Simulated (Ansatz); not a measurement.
# C2H8AlCl: the cost of one run

Program: Ansatz 0.2.0. Level of theory: RKS revPBE/def2-SVP. These are calculated values, not measurements.

## Step 1: The system as given

Bond lengths: Al1–C3 1.970 Å, C3–H4 1.110 Å, C3–H5 1.110 Å, C3–H6 1.110 Å, Al1–C7 1.970 Å, C7–H8 1.110 Å, C7–H9 1.110 Å, C7–H10 1.110 Å, Al1–Cl11 2.530 Å. Angles (14 of 15 angles, heavy atoms first): C3–Al1–C7 120.0°, C3–Al1–Cl11 96.8°, C7–Al1–Cl11 101.3°, Al1–C3–H4 109.5°, Al1–C3–H5 109.5°, Al1–C3–H6 109.5°, Al1–C7–H8 109.5°, Al1–C7–H9 109.5°, Al1–C7–H10 109.5°, H4–C3–H5 109.4°, H4–C3–H6 109.4°, H5–C3–H6 109.4°, H8–C7–H9 109.4°, H8–C7–H10 109.4°.

Structure file:

```xyz
12

Al    0.0000    0.0000    0.0000
H     0.0000    0.0000    1.9100
C     1.7060    0.0000   -0.9850
H     2.0356   -1.0462   -1.1552
H     1.5695    0.5080   -1.9624
H     2.4756    0.5381   -0.3932
C    -1.7060    0.0000   -0.9850
H    -2.2662   -0.9305   -0.7558
H    -2.3102    0.8797   -0.6796
H    -1.5043    0.0508   -2.0753
Cl    0.1134    2.3983    0.7978
H     0.0464    0.9821    1.9502
```

## Step 2: A restrained relaxation towards end A

Springs on the bonds that form and break draw the guess towards this end; the thresholds are loose.

File input.yaml:

```yaml
crystal:
  periodic: [false, false, false]
  atoms:
    - { symbol: Al, position_ang: [0.0, 0.0, 0.0] }
    - { symbol: H, position_ang: [0.0, 0.0, 1.91] }
    - { symbol: C, position_ang: [1.706, 0.0, -0.985] }
    - { symbol: H, position_ang: [2.0356, -1.0462, -1.1552] }
    - { symbol: H, position_ang: [1.5695, 0.508, -1.9624] }
    - { symbol: H, position_ang: [2.4756, 0.5381, -0.3932] }
    - { symbol: C, position_ang: [-1.706, 0.0, -0.985] }
    - { symbol: H, position_ang: [-2.2662, -0.9305, -0.7558] }
    - { symbol: H, position_ang: [-2.3102, 0.8797, -0.6796] }
    - { symbol: H, position_ang: [-1.5043, 0.0508, -2.0753] }
    - { symbol: Cl, position_ang: [0.1134, 2.3983, 0.7978] }
    - { symbol: H, position_ang: [0.0464, 0.9821, 1.9502] }
basis:
  gaussian: { orbitals: def2-SVP }
hamiltonian:
  xc: revpbe
relax:
  f_tol: 0.15
  max_steps: 25
  restrain:
    - { distance: [0, 10], at: 3.43, k: 30.0 }
    - { distance: [11, 1], at: 1.86, k: 30.0 }
    - { distance: [0, 1], at: 1.56, k: 30.0 }
    - { distance: [11, 10], at: 1.37, k: 30.0 }
```

Started as:

```bash
ansatz run input.yaml --threads 2 --pin off --max-ram 3072MiB --backend cpu --events-out ev --progress --plain --runs-dir out
```

What time and memory should one allow on 2 threads of Arm Neoverse V2, shared host?

About 15 s, with a peak of 0.14 GiB.
